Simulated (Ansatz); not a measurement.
# As₄: one species, many methods

How much do the methods differ for As₄? The plan is to run it at one geometry with functionals of several rungs and with coupled cluster, and see how far each lands from CCSD(T) at the basis-set limit for the atomisation energy.

Method: functionals in def2-TZVPP, the program's frozen cores in correlated methods; program: Ansatz 0.2.0, Gaussian basis.

The runs, in order: LDA (SPW92), PBE-D4, revPBE-D4, BLYP-D4, r2SCAN-D4, B97M-V, PBE0-D4, B3LYP-D4, r2SCANh-D4, r2SCAN0-D4, HSE06-D4, BHLYP-D4, CAM-B3LYP-D4, LC-ωPBE, ωB97X-V, ωB97M-V, B2PLYP, PBE-QIDH; CCSD(T)/def2-SVP; CCSD(T)/def2-TZVPP; MP2/def2-QZVPP; extrapolation to the limit; RPA on PBE.

**1. The geometry**

The geometry comes from an earlier relaxation with PBE0-D4 in a triple-zeta def2 set; it is a stationary point.

SMILES `[As]12[As]3[As]1[As]23`, 4 atoms, charge 0, spin multiplicity 1.

Atoms are counted from 1 here; the program's logs count them from 0.

Bond lengths: As1–As2 2.424 Å, As1–As3 2.424 Å, As1–As4 2.424 Å, As2–As3 2.424 Å, As2–As4 2.424 Å, As3–As4 2.424 Å. Angles: As2–As1–As3 60.0°, As2–As1–As4 60.0°, As3–As1–As4 60.0°, As1–As2–As3 60.0°, As1–As2–As4 60.0°, As3–As2–As4 60.0°, As1–As3–As2 60.0°, As1–As3–As4 60.0°, As2–As3–As4 60.0°, As1–As4–As2 60.0°, As1–As4–As3 60.0°, As2–As4–As3 60.0°.

**2. LDA**

This LDA is Slater exchange with PW92 correlation.

Contents of in.yaml:

```yaml
crystal:
  periodic: [false, false, false]
  atoms:
    - {symbol: As, position_ang: [0.408242, -1.037622, 0.980154]}
    - {symbol: As, position_ang: [-0.244983, 1.281232, 0.708840]}
    - {symbol: As, position_ang: [-1.243243, -0.430683, -0.687664]}
    - {symbol: As, position_ang: [1.079985, 0.187074, -1.001329]}
basis:
  gaussian: {orbitals: def2-TZVPP}
hamiltonian: {xc: lda}
output: {orbitals: {seedname: orbitals}}
```

Command:

```console
ansatz run in.yaml --threads 4 --pin off --events-out ev --progress --plain --max-ram 10444MiB
```

The runs that follow: PBE-D4 (GGA); revPBE-D4 (GGA); BLYP-D4 (GGA); r2SCAN-D4 (meta-GGA); B97M-V (meta-GGA); PBE0-D4 (hybrid); B3LYP-D4 (hybrid); r2SCANh-D4 (hybrid); r2SCAN0-D4 (hybrid); HSE06-D4 (hybrid); BHLYP-D4 (hybrid); CAM-B3LYP-D4 (range-separated); LC-ωPBE (range-separated); ωB97X-V (range-separated); ωB97M-V (range-separated); B2PLYP (double hybrid); PBE-QIDH (double hybrid); CCSD(T) in def2-SVP; CCSD(T) in def2-TZVPP; MP2 in def2-QZVPP; RPA on PBE orbitals.

Before running them: what should the planned runs give, taken together? Wanted: atomisation energy, CCSD(T)/CBS; farthest beyond LDA; mean size of error, GGA; mean size of error, meta-GGA; mean size of error, hybrid; mean size of error, range-separated; mean size of error, double hybrid; gap, smallest and largest; T1 diagnostic.

As calculated:

| quantity | value |
| --- | --- |
| atomisation energy, CCSD(T)/CBS | 244.9 kcal/mol |
| functionals within 2.4 kcal/mol (1.0 %) | B3LYP-D4, r2SCANh-D4 |
| farthest beyond LDA | LC-ωPBE (-26.1 kcal/mol) |
| mean size of error, GGA | 15.2 kcal/mol |
| mean size of error, meta-GGA | 5.3 kcal/mol |
| mean size of error, hybrid | 6.8 kcal/mol |
| mean size of error, range-separated | 13.3 kcal/mol |
| mean size of error, double hybrid | 5.2 kcal/mol |
| gap, smallest and largest | 4.27 eV (BLYP-D4), 10.25 eV (LC-ωPBE) |
| T1 diagnostic | 0.0121 |
| triples share of the correlation energy | 5.3 % |

What this shows: The LDA atomisation energy is off by 80.4 kcal/mol (33 %): it overbinds. PBE-D4 misses by +23.2 kcal/mol. Double hybrids carry the basis error of their MP2 part in triple zeta, and no dispersion term here, so their miss is partly the set-up's. By mean error the best rung here is double hybrid (5.2 kcal/mol) and the worst beyond LDA is GGA (15.2 kcal/mol). The gap between the best rungs is small, so their order is not settled. RPA and LDA stand outside this count. Misses under about 2.4 kcal/mol are within the doubt on the reference itself, which lacks core-valence correlation, relativity and higher excitations, and its outer-core shells are covered unevenly. Hartree-Fock recovers 29 % of the binding; the rest is correlation. CCSD(T) in def2-SVP is off by -63.3 kcal/mol, more than most functionals: a good method in a small basis is no reference. Orbital gaps span 4.3 to 10.3 eV; exact exchange widens them. Correlated methods include outer-core shells of As, which these sets cover unevenly.
